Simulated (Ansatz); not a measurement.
# W in Ansatz: reference runs

Aim: a first look at W with PBE, on the cell as given.

Everything below comes from runs of Ansatz 0.2.0. Logs are shortened: lines on timing, memory, paths and dates and some standing lists are left out, and cuts for length are marked.

### 1 The cell of the first run

The cell holds a slab with vacuum, 5 atoms: a = 2.767 Å, b = 2.767 Å, c = 24.036 Å, α = 90.00°, β = 90.00°, γ = 109.47°.

### 2 Single point, PBE (the (1 1 0) slab of W, cut from the database cell, not relaxed)

input.yaml

```yaml
crystal:
  lattice:
    - [2.7666047549, 0.0, 0.0]
    - [-0.922201585, 2.6083799774, 0.0]
    - [0.0, 0.0, 24.0356932927]
  atoms:
    - { symbol: W, position: [0.5, 0.5, 0.3120359338] }
    - { symbol: W, position: [0.0, 0.0, 0.4060179669] }
    - { symbol: W, position: [0.5, 0.5, 0.5] }
    - { symbol: W, position: [0.0, 0.0, 0.5939820331] }
    - { symbol: W, position: [0.5, 0.5, 0.6879640662] }
hamiltonian:
  xc: pbe
  pseudopotentials: { kind: paw }
kpoints:
  mp_grid: { grid: [10, 10, 1] }
scf:
  occupations: { method: fermi_dirac, width: 0.05 }
output:
  forces: true
  eigenvalues: true
  write_density: true
  write_potential: true
  elf: true
  volumetric_format: npy
efield:
  axis: 3
  dipole_correction: true
  ramp_width: 0.04
```

Potentials or basis: Ansatz PAW.

Started as:

```sh
$ ansatz run input.yaml --threads 4 --pin off --max-ram 11264MiB --backend cpu --events-out ev --progress --plain --runs-dir out
```

Standard output:

```text
Warning: RAYON_NUM_THREADS=4 ignored (pool sized by the plan → 4); use --threads N
Engine: ansatz 0.2.0, aarch64-unknown-linux-gnu
Pseudopotentials: kind: paw
Pseudopotential: W, paw, valence charge 14, recommended cutoff 420 eV (normal), W.paw.azcp
Functional definition: PBE
  parameter kappa = 0.804
  parameter beta = 0.06672455060314922
  exchange = pbe_x(kappa = kappa, mu = beta*pi^2/3)
  correlation = pbe_c(beta = beta)
Crystal: 5 atoms, lattice volume = 173.450 Å³
Basis set: ecut = 420 eV, 3443 PW (Γ), exchange–correlation on 40×40×324 points (8 copies of the dense FFT grid, shifted against one another)
Bands: 42, of which v1, the nominal top of the filled ones, is band 35 counted from 1 (34 counted from 0)
Symmetry: 4 space group operations
k-points: 31 of 100
Non-local potential: W, projectors of the file, l = 0: 3, l = 1: 2, l = 2: 2, l = 3: 1
PAW form: soft (Blöchl's): semilocal exchange-correlation on the pseudo side does not see the compensation charge
PAW one-centre angular grid: W, 590 points (default); XC on 64 Gauss nodes
Initial density: superposition of atomic densities (neutral atoms: chi_scale 0, normalization atom), corrected by the library's trained network
Initial wavefunctions: pseudopotential atomic-orbital guess
Functional: x = pbe(κ = 0.804, μ = 0.2195149727645171), c = pbe(β = 0.06672455060314922)
SCF iter   1: F=—  HF=-51921.072598 eV  |F-HF|=—  |Δ(HF+E_count)|=         —  Δρ=5.92e-3  dr2=4.50e-1  ethr=1.77e-3  p=0.000 e·Å  D=2.12e-13 V/Å  ΔV_dip=-0.00 eV  dr2_dipole=5.02e-7  V_vac-E_F(+/−)=5.00/5.00 eV  ⟨swp⟩=7.1  Hψ=12857  notcnv=0  defer=55
efield: sawtooth ramp at fractional position 0.9800 (placed from the atoms, in the widest stretch of the axis that holds none; the zero of the levels goes with the place), width 0.0400; the density the first Hamiltonian is built on has a dipole p = 0.000 e·Å; the dipole correction subtracts the counter field D = 2.12e-13 V/Å, which shifts the + side's vacuum level by -0.00 eV against the − side's; the planar-averaged density in the ramp window peaks in size at 3.1e-5 e/Å³
automatic band count: the SCF goes on with 49 bands, as 42 were too few: the levels above may hold too much charge
preconditioner: auto → LDOS  [metal: Δε(μ)=0.047 eV  Ē_g=5.780 eV  σ=0.050 eV  W_gap=0.23  n_scr=16 (ndim 8)  ℏωp=15.4 eV  f_vac=0.463  D(μ)=4.57/eV (n_scr^D=16)  β→1.0]
[... 10 lines left out ...]
SCF converged after 8 iterations
Free energy (F): -51921.054299 eV
Harris-Foulkes:  -51921.054299 eV  (|F-HF|=3.64e-9)
Internal energy: -51921.016943 eV  (E = F + TS)
E sigma→0 (E₀):  -51921.035621 eV
Entropy (-TS):   -0.037356 eV (-7.471 meV/atom)
Fermi energy:    7.808766 eV
Dipole field:    D = -0.000002 V/Å  (p = -0.000002 e·Å, saw-weighted, corrected)
Work function:   Φ+ = 4.9050 eV   Φ− = 4.9049 eV
Levels:          The Fermi level and band energies are counted from a zero that moves with the ramp; work functions are not
--- Per-component energies (eV) ---
  E_band       = -1436.872724
  E_kinetic    = 2235.675032
  E_local      = -73732.481267  (includes V_loc(G=0)·N_el)
  E_nonlocal   = 4.089353
  E_hartree    = 35932.393198
  E_xc         = -1327.930693
  E_vxc        = -1184.976020  (∫ρ·V_xc dr)
  E_paw        = -42811.756279  (= ΣΔE_a)
  E_vpaw       = -623.961792  (= ΣTr[D̂ρ^β])
  E_aug_tail   = -0.000313  (compensation charges beyond the density's cutoff)
  E_efield     = 0.000000  (sawtooth field / dipole correction)
  E_vefield    = 0.000000  (∫n·V_field dr)
  E_ewald      = 27778.994027
  E_smearing   = -0.037356  (= −TS)
  E_closure    = 0.000000  (closes the sum)
  Σ components = -51921.054299   (vs F -51921.054299, Δ=0.00e0)
--- Forces (eV/Å), atoms counted from 1 ---
  atom   1  W      0.00000000    -0.00000000     0.79363605
  atom   2  W      0.00000000     0.00000000    -0.69324891
  atom   3  W      0.00000000     0.00000000    -0.00000970
  atom   4  W      0.00000000     0.00000000     0.69326530
  atom   5  W      0.00000000     0.00000000    -0.79364450
  max |Σ_I F_I| component: 1.76e-6 eV/Å
--- Band table (eV; the first three rows and the last of 31) ---
  k-point 0: bands = ["-66.4467", "-66.4184", "-66.3566", "-66.1882", "-66.1880", "-31.1674", "-30.9333", "-30.6258", "-30.4454", "-30.3421", "-30.3413", "-30.1782", "-30.1441", "-30.1374", "-30.1372", "-30.1099", "-29.9568", "-29.9520", "-29.7965", "-29.7965", "-1.3998", "-0.3177", "0.9692", "1.7574", "1.7788", "4.3941", "4.8841", "5.5551", "6.0952", "6.1371", "6.3270", "6.4215", "6.5395", "6.5398", "6.8906", "7.6163", "7.9826", "8.3004", "9.3259", "9.4586", "9.5771", "9.6611", "9.9010", "9.9906", "10.0375", "10.0503", "10.3265", "10.6647", "10.7682"]
  k-point 1: bands = ["-66.4389", "-66.4124", "-66.3526", "-66.1830", "-66.1829", "-31.1378", "-30.9261", "-30.6576", "-30.4741", "-30.3959", "-30.3455", "-30.1988", "-30.1829", "-30.1726", "-30.1695", "-30.1386", "-29.9991", "-29.9894", "-29.8346", "-29.8345", "-1.0625", "-0.0022", "1.2853", "2.0958", "2.1227", "4.4646", "4.9260", "5.5789", "5.8085", "5.9790", "6.1623", "6.2678", "6.3323", "6.7635", "7.1539", "7.2695", "7.7798", "8.3176", "9.1037", "9.2058", "9.5640", "9.5972", "9.8213", "9.9403", "10.1570", "10.2055", "10.4869", "10.7665", "10.9667"]
  k-point 2: bands = ["-66.4180", "-66.3965", "-66.3427", "-66.1694", "-66.1693", "-31.0598", "-30.9285", "-30.7685", "-30.6043", "-30.5341", "-30.3858", "-30.3105", "-30.2920", "-30.2346", "-30.2165", "-30.1540", "-30.1298", "-30.0992", "-29.8746", "-29.8726", "-0.1524", "0.7894", "1.9947", "2.9060", "2.9201", "4.5869", "4.9218", "5.3062", "5.4383", "5.6234", "5.8111", "5.9847", "6.1265", "6.5348", "6.6872", "7.7941", "8.0193", "9.0377", "9.0725", "9.1534", "9.3324", "9.5651", "9.8817", "10.0791", "10.1950", "10.5422", "10.8168", "10.8371", "11.1056"]
  k-point 30: bands = ["-66.3314", "-66.3123", "-66.2612", "-66.0876", "-66.0876", "-31.2595", "-31.1603", "-31.0153", "-30.8835", "-30.8403", "-30.7645", "-30.7625", "-30.7598", "-30.6714", "-30.5802", "-30.4511", "-30.3582", "-30.3506", "-30.2548", "-30.1246", "1.9246", "2.3094", "2.3798", "2.6340", "3.2619", "3.2896", "3.5262", "4.6176", "4.6546", "5.8018", "6.2797", "7.5030", "8.1644", "8.3541", "8.6269", "9.3471", "9.5316", "9.5627", "9.6331", "11.5811", "11.6438", "12.4483", "12.7166", "12.9640", "13.3076", "13.6132", "13.6608", "14.1903", "15.2385"]
```

rho_z.tsv:

```text
# z_ang	rho[e/angstrom^3]
# format = ansatz-planar-average/11
# lattice	2.766604755	0.000000000	0.000000000
# lattice	-0.922201585	2.608379977	0.000000000
# lattice	0.000000000	0.000000000	24.035693293
# sites	5
# site	74	0.922201585	1.304189989	7.500000001
# site	74	0.000000000	0.000000000	9.758923324
# site	74	0.922201585	1.304189989	12.017846646
# site	74	0.000000000	0.000000000	14.276769969
# site	74	0.922201585	1.304189989	16.535693292
0.000000	-1.008444e-6
0.148368	1.132556e-6
0.296737	-9.976006e-7
0.445105	1.169524e-6
0.593474	-9.625816e-7
0.741842	1.256928e-6
[... 154 lines left out ...]
23.738956	-9.977435e-7
23.887325	1.133064e-6
```

v_z.tsv:

```text
# z_ang	v_es[eV]	v_tot_of_output_density[eV]	v_field[eV]	v_es_of_output_density[eV]	v_field_of_output_density[eV]
# format = ansatz-planar-average/11
# xc	pbe
# density_cutoff_ev	1680
# datasets	W=:simpson_from_first_knot:soft
# lattice	2.766604755	0.000000000	0.000000000
# lattice	-0.922201585	2.608379977	0.000000000
# lattice	0.000000000	0.000000000	24.035693293
# sites	5
# site	74	0.922201585	1.304189989	7.500000001
# site	74	0.000000000	0.000000000	9.758923324
# site	74	0.922201585	1.304189989	12.017846646
# site	74	0.000000000	0.000000000	14.276769969
# site	74	0.922201585	1.304189989	16.535693292
0.000000	1.271385e1	1.265509e1	-8.653301e-22	1.271375e1	-2.459698e-20
0.148368	1.271383e1	1.259743e1	-3.007022e-7	1.271374e1	-8.547451e-6
0.296737	1.271385e1	1.260796e1	-6.014044e-7	1.271375e1	-1.709490e-5
0.445105	1.271383e1	1.259959e1	-9.021066e-7	1.271373e1	-2.564235e-5
0.593474	1.271385e1	1.258835e1	-9.647529e-7	1.271375e1	-2.742307e-5
0.741842	1.271383e1	1.257470e1	-9.522236e-7	1.271373e1	-2.706693e-5
[... 154 lines left out ...]
23.738956	1.271385e1	1.260791e1	6.014044e-7	1.271375e1	1.709490e-5
23.887325	1.271383e1	1.259763e1	3.007022e-7	1.271374e1	8.547451e-6
```

Run time: 13 s. Hardware: 4 threads of Arm Neoverse V1, shared host; peak memory 0.56 GiB.

What came out:

```
Free energy                     : -51921.0543 eV
Largest force                   : 0.794 eV/Å
Band gap on the k mesh          : none (metal or under the smearing width)
Work function of the upper face : 4.90 eV
Work function of the lower face : 4.90 eV
Dipole across the slab          : 0.000 e·Å
```

Forces on the atoms (eV/Å):
```
W    0.000  0.000  0.794
W    0.000  0.000 -0.693
W    0.000  0.000  0.000
W    0.000  0.000  0.693
W    0.000  0.000 -0.794
```

Levels at points of the mesh, in eV from the Fermi level:
```
             k point  band 31  band 32  band 33  band 34  band 35  band 36  band 37  band 38  band 39  band 40
  (0.00, 0.00, 0.00)    -1.48    -1.39    -1.27    -1.27    -0.92    -0.19     0.17     0.49     1.52     1.65
 (0.00, -0.50, 0.00)    -1.85    -1.22    -0.75     0.49     1.07     1.69     1.72     1.80     2.14     2.17
(-0.50, -0.50, 0.00)    -1.53    -0.31     0.36     0.55     0.82     1.54     1.72     1.75     1.82     3.77
```

Caveat: the cell was measured hot, at 2171 K.
